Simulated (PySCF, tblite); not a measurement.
**C5H2F3O radical: geometry, infrared bands and EPR parameters**

Wanted: the infrared bands and EPR parameters of C5H2F3O radical (`O=C([C]1C=C1)C(F)(F)F`), by calculation.

Computed with tblite 0.8.0 and PySCF 2.14.0, with density-fitted response routines of our own, on a single molecule in the gas phase. Atoms are numbered from 0 throughout.

## 1. The starting structure

11 atoms, charge 0, multiplicity 2; geometry from: force field or distance geometry start.

Bonds of the start (Å): O0–C1 1.22, C1–C2 1.52, C2–C3 1.48, C3–C4 1.32, C1–C5 1.51, C5–F6 1.38, C5–F7 1.38, C5–F8 1.37, C4–C2 1.49, C3–H9 1.09, C4–H10 1.09.

## 2. Geometry optimisation with GFN2-xTB

The job: settings as JSON, then the geometry in Å.

```
{"job": {"kind": "relax", "xc": "GFN2-xTB", "basis": "xTB"}, "charge": 0, "multiplicity": 2}
O     -0.006600     0.833600    -1.427200
C     -0.396900     0.249900    -0.435300
C      0.560500    -0.280200     0.613700
C      1.885300    -0.777200     0.170700
C      1.870000     0.425200     0.717900
C     -1.855900    -0.006500    -0.157400
F     -2.603300     0.529800    -1.190500
F     -2.140000    -1.353300    -0.151200
F     -2.105500     0.601300     1.043700
H      2.476100    -1.584600    -0.258100
H      2.321600     1.364600     1.047700
```

Run with:

```sh
$ OMP_NUM_THREADS=1 python probes_run.py task.json out
```

This one command runs all jobs of the session in turn.

What it wrote:

```text
step      E/eV     max force
  0    -810.17833    1.986
  1    -810.37021    1.323
  2    -810.45298    1.820
  3    -810.50544    0.480
  4    -810.52728    0.657
  5    -810.54267    0.676
  6    -810.55450    0.477
  7    -810.56046    0.216
  8    -810.56508    0.191
  9    -810.57023    0.345
 10    -810.58070    0.509
 11    -810.59694    0.558
 12    -810.62444    0.641
 13    -810.65550    0.735
 14    -810.69819    0.707
 15    -810.74517    0.625
 16    -810.77642    1.131
 17    -810.80402    0.999
 18    -810.83879    0.480
 19    -810.86504    0.433
 20    -810.91444    0.545
 21    -810.95911    0.773
 22    -811.01604    0.959
 23    -811.07594    0.770
 24    -811.12277    0.917
 25    -811.16597    1.505
 26    -811.21902    0.690
 27    -811.26774    0.602
 28    -811.28713    0.482
 29    -811.30352    0.362
 30    -811.31315    0.392
 31    -811.32764    0.494
 32    -811.34994    0.573
 33    -811.37709    0.394
 34    -811.39230    0.400
 35    -811.40554    0.330
 36    -811.41634    0.294
 37    -811.42554    0.318
 38    -811.43216    0.241
 39    -811.43809    0.207
 40    -811.44451    0.210
 41    -811.45106    0.245
 42    -811.45581    0.217
 43    -811.45868    0.159
 44    -811.46077    0.139
 45    -811.46240    0.137
 46    -811.46324    0.075
 47    -811.46364    0.057
 48    -811.46397    0.061
 49    -811.46442    0.086
 50    -811.46495    0.075
 51    -811.46546    0.058
 52    -811.46589    0.064
 53    -811.46629    0.069
 54    -811.46671    0.082
 55    -811.46717    0.065
 56    -811.46760    0.064
 57    -811.46800    0.063
 58    -811.46841    0.060
 59    -811.46883    0.069
 60    -811.46920    0.060
 61    -811.46948    0.058
 62    -811.46973    0.066
 63    -811.47002    0.060
 64    -811.47032    0.062
 65    -811.47056    0.054
 66    -811.47072    0.042
 67    -811.47083    0.031
 68    -811.47093    0.026
 69    -811.47100    0.022
 70    -811.47106    0.022
 71    -811.47111    0.021
 72    -811.47115    0.018
 73    -811.47118    0.013
 74    -811.47120    0.014
 75    -811.47122    0.014
 76    -811.47126    0.016
 77    -811.47130    0.021
 78    -811.47135    0.022
 79    -811.47140    0.028
 80    -811.47144    0.031
 81    -811.47151    0.034
 82    -811.47166    0.057
 83    -811.47198    0.084
 84    -811.47248    0.099
 85    -811.47316    0.093
 86    -811.47407    0.058
 87    -811.47453    0.133
 88    -811.47520    0.106
 89    -811.47586    0.098
 90    -811.47625    0.213
 91    -811.47700    0.065
 92    -811.47743    0.032
 93    -811.47779    0.114
 94    -811.47810    0.023
 95    -811.47821    0.023
 96    -811.47827    0.032
 97    -811.47830    0.021
 98    -811.47835    0.014
 99    -811.47844    0.018
100    -811.47855    0.023
101    -811.47858    0.021
102    -811.47860    0.017
103    -811.47861    0.007
```

Run time: 0.47 s. Hardware: 1 thread of Arm Neoverse V2, shared host.

Along the way: (not every step is listed)

```csv
step,energy from step 0 (eV),largest force (eV/Å)
0,0.0000,1.9864
1,-0.1919,1.3230
2,-0.2747,1.8201
3,-0.3271,0.4798
4,-0.3490,0.6574
5,-0.3643,0.6765
6,-0.3762,0.4771
7,-0.3821,0.2164
8,-0.3868,0.1907
17,-0.6257,0.9991
26,-1.0407,0.6899
35,-1.2272,0.3304
44,-1.2824,0.1388
53,-1.2880,0.0691
62,-1.2914,0.0659
71,-1.2928,0.0208
80,-1.2931,0.0315
89,-1.2975,0.0977
98,-1.3000,0.0144
99,-1.3001,0.0180
100,-1.3002,0.0234
101,-1.3003,0.0212
102,-1.3003,0.0166
103,-1.3003,0.0071
```

Distances of close pairs at the start and the end, largest changes first:

```csv
bond,before (Å),after (Å),change (Å)
C1–C2,1.516,1.389,-0.127
C5–F6,1.383,1.326,-0.058
C2–C4,1.491,1.434,-0.057
C2–C3,1.483,1.433,-0.049
C1–C5,1.507,1.551,+0.044
C4–H10,1.093,1.063,-0.030
C5–F7,1.376,1.350,-0.027
C3–H9,1.088,1.063,-0.025
```

The final coordinates are the input of the step that follows.

## 3. Vibrational analysis with GFN2-xTB

The job: settings as JSON, then the geometry in Å.

```
{"job": {"kind": "ir", "xc": "GFN2-xTB", "basis": "xTB"}, "charge": 0, "multiplicity": 2}
O     -0.593252     1.856904    -1.089892
C     -0.451533     0.780800    -0.507702
C      0.722104     0.271675     0.032767
C      1.457592    -0.745135     0.725201
C      2.123385     0.344724     0.329009
C     -1.652109    -0.180305    -0.304947
F     -2.786434     0.278226    -0.815220
F     -1.413594    -1.385453    -0.864206
F     -1.866665    -0.425676     1.004957
H      1.439363    -1.694400     1.203457
H      3.026566     0.901310     0.260615
```

What it wrote:

```text
mode    cm-1     km/mol
  1      20.3      3.97
  2      98.2      2.64
  3     129.9      0.12
  4     181.1      0.65
  5     226.9      4.56
  6     243.5      6.93
  7     371.5     10.62
  8     377.1      4.44
  9     446.4     17.37
 10     505.9      3.81
 11     596.5     37.85
 12     616.6      6.79
 13     695.1      4.98
 14     731.4      0.67
 15     743.4     32.29
 16     861.3     10.77
 17     892.0     15.68
 18     930.5      7.41
 19     986.8    138.39
 20    1024.0    313.17
 21    1086.6    166.43
 22    1176.1    141.77
 23    1441.6    175.87
 24    1593.5    141.77
 25    1825.5      3.66
 26    3219.0     13.15
 27    3246.7      7.98
```

It took 0.24 s on 1 thread of Arm Neoverse V2, shared host.

Which atoms move in the most intense modes:

```csv
cm⁻¹,km/mol,atoms
596,37.9,"O0 23 %, C3 15 %, F6 14 %, C1 14 %"
743,32.3,"H10 51 %, H9 30 %, C4 10 %"
987,138.4,"C1 40 %, C3 14 %, H9 12 %"
1024,313.2,"C5 73 %, F8 13 %, F7 13 %"
1087,166.4,C5 74 %
1176,141.8,"C5 68 %, F6 17 %, C1 11 %"
1442,175.9,"C2 29 %, C3 21 %, C4 21 %, C1 14 %"
1594,141.8,"C1 46 %, O0 26 %, C3 13 %, C4 12 %"
```

## 4. g tensor and hyperfine couplings: B3LYP/pcH-1

Settings changed since step 3:

```diff
@@ -1,2 +1,2 @@
-{"job": {"kind": "ir", "xc": "GFN2-xTB", "basis": "xTB"}, "charge": 0, "multiplicity": 2}
+{"job": {"kind": "epr", "basis": "pcH-1"}, "charge": 0, "multiplicity": 2}
 O     -0.593252     1.856904    -1.089892
```

Method: UKS B3LYP, pcH-1 on C F H O, non-relativistic, mean-field spin-orbit, GIAO.

What it wrote:

```text
UKS, coarse grid
  cycle   1  E = -566.08120319  |g| = 8.92e-01
  cycle   2  E = -562.54936203  |g| = 2.34e+00
  cycle   3  E = -566.03339662  |g| = 8.22e-01
  cycle   4  E = -566.34339927  |g| = 1.97e-01
  cycle   5  E = -566.36850733  |g| = 6.84e-02
  cycle   6  E = -566.37058570  |g| = 3.05e-02
  cycle   7  E = -566.37110377  |g| = 1.52e-02
  cycle   8  E = -566.37122466  |g| = 6.63e-03
  cycle   9  E = -566.37126092  |g| = 4.10e-03
  cycle  10  E = -566.37126746  |g| = 2.26e-03
  cycle  11  E = -566.37127018  |g| = 5.53e-04
UKS, final grid
  cycle   1  E = -566.37128931  |g| = 1.00e-03
  cycle   2  E = -566.37128796  |g| = 1.94e-03
  cycle   3  E = -566.37128980  |g| = 9.53e-05
  cycle   4  E = -566.37128980  |g| = 3.75e-05
  cycle   5  E = -566.37128980  |g| = 2.40e-05
E = -566.37128980 Eh   <S^2> = 0.7585 (exact 0.7500)
g shifts (ppm)      1          2          3
  rmc          -223       -223       -223
  gc             -7         40         40
  oz_so         -17       2596       4941
  total        -246       2414       4758
hyperfine (MHz)  atom isotope    a_iso     a_fc   dipolar eigenvalues
    0   17O     -28.29     -28.29   -126.49     62.78     63.71
    1   13C     -27.36     -27.36     -7.92     -0.39      8.30
    2   13C      31.07      31.07    -39.00    -38.40     77.41
    3   13C      -3.64      -3.64     -9.82     -5.69     15.51
    4   13C       0.06       0.06    -11.51     -8.03     19.54
    5   13C      -9.65      -9.65     -0.51     -0.29      0.80
    6   19F      -2.48      -2.48     -1.72     -0.03      1.76
    7   19F      35.13      35.13    -13.47    -12.23     25.70
    8   19F      35.42      35.42    -13.55    -12.32     25.86
    9    1H      -9.60      -9.60     -5.41     -1.45      6.86
   10    1H     -11.75     -11.75     -6.00     -1.40      7.40
```

Wall time 64 s (1 thread of Arm Neoverse V2, shared host); peak memory 0.89 GiB.

Principal g values 2.00207, 2.00473, 2.00708; g(iso) = 2.00463, against 2.00232 for a free electron.

Hyperfine couplings; where a row names several nuclei, a(iso) is their mean (it holds for fast rotation or exchange) and the dipolar term the largest among them:

```csv
nuclei,isotope,a(iso) (MHz),"a(iso) (G, at g = 2.0023)",largest dipolar term (MHz)
C2,13C,31.1,11.1,77.4
O0,17O,-28.3,-10.1,-126.5
C1,13C,-27.4,-9.8,8.3
"F6, F7, F8",19F,22.7,8.1,25.9
"H9, H10",1H,-10.7,-3.8,7.4
C5,13C,-9.6,-3.4,0.8
"C3, C4",13C,-1.8,-0.6,19.5
```

Mulliken spin populations:

```csv
atom,value (e)
O0,0.39
C1,0.01
C2,0.44
C3,0.07
C4,0.10
C5,-0.01
F6,0.00
F7,0.00
F8,0.00
H9,0.00
H10,-0.01
```

In first order the couplings over 0.8 MHz of 19F, 1H give 12 distinct lines over 31.9 G, if the averaged nuclei exchange fast.

Orbitals, density, ELF and potential are computed afterwards from the orbital file.

ELF in a plane through or near 9 of the atoms.

Ten even steps from ' ' (0.00) to '@' (1.00):
```
                                                        
                                                        
                                                        
                ..==--..                                
              --@@@@@@%%::                              
              **@@@@@@@@==                              
              ++@@@@@@@@==                              
              --**====****::    ......                  
            ..++##++::**%%++    ::----::..====..        
            --**%%##**%%%%**..::++..%%++##%%##--..      
        --##%%****..##--%%**##**@@%%==##::--##--..      
      --%%@@@@@@--++@@##==%%--**##**::++%%%%**::        
      ==@@@@@@@@%%##%%##==++--::++--  ..**##--          
      ..**@@@@%%==::..    ::##****%%++    ..            
          ==++::        ..**%%--++@@%%--                
                        ::**%%%%%%##**::                
                          --++++==--::                  
                            ....                        
                                                        
                                                        
```
The map spans 11.2 Å across and 9.3 Å up, centred on the molecule. Atoms in the plane (x, y in Å): O0 (0.8, -2.1), C1 (0.6, -0.9), C2 (-0.7, -0.3), C3 (-1.6, 0.8), C4 (-2.1, -0.4), C5 (1.7, 0.2), F6 (2.9, -0.3), H9 (-1.7, 1.9), H10 (-3.0, -1.0).

On the surface of density 0.002 e/bohr³ the electrostatic potential runs, from the 1st to the 99th percentile, from -1.83 V near O0 to 2.19 V near H10.

The spin density lies nearest to O0 35 %; C2 34 %; C1 11 %; C3, C4 about 8 % each.

## 5. Summary of results

| quantity | value |
| --- | --- |
| strongest single infrared mode (GFN2-xTB) | 1024 cm⁻¹, 313 km/mol |
| zero-point energy (GFN2-xTB) | 34.7 kcal/mol |
| g(iso) (B3LYP) | 2.00463 |
| ⟨S²⟩ | 0.759 (exact 0.75) |
| largest a(iso) (averaged by class) | 13C on C2, 31.1 MHz |
| surface potential, 1st and 99th percentile | -1.83 V and 2.19 V |

What this shows: Relaxing lowered the energy by 1.300 eV in 103 steps; the close pair that moved most is C1–C2, from 1.516 to 1.389 Å. All 27 modes are real, so the xTB geometry is a minimum. The strongest single mode, at 1024 cm⁻¹, moves mainly C5. Unscaled tight-binding wavenumbers are off by several per cent, some by more. Its intensities can rank the bands wrongly. The largest spin populations lie on C2 (0.44 e), O0 (0.39 e). The isotropic g lies 2.3 ppt above the free-electron value.
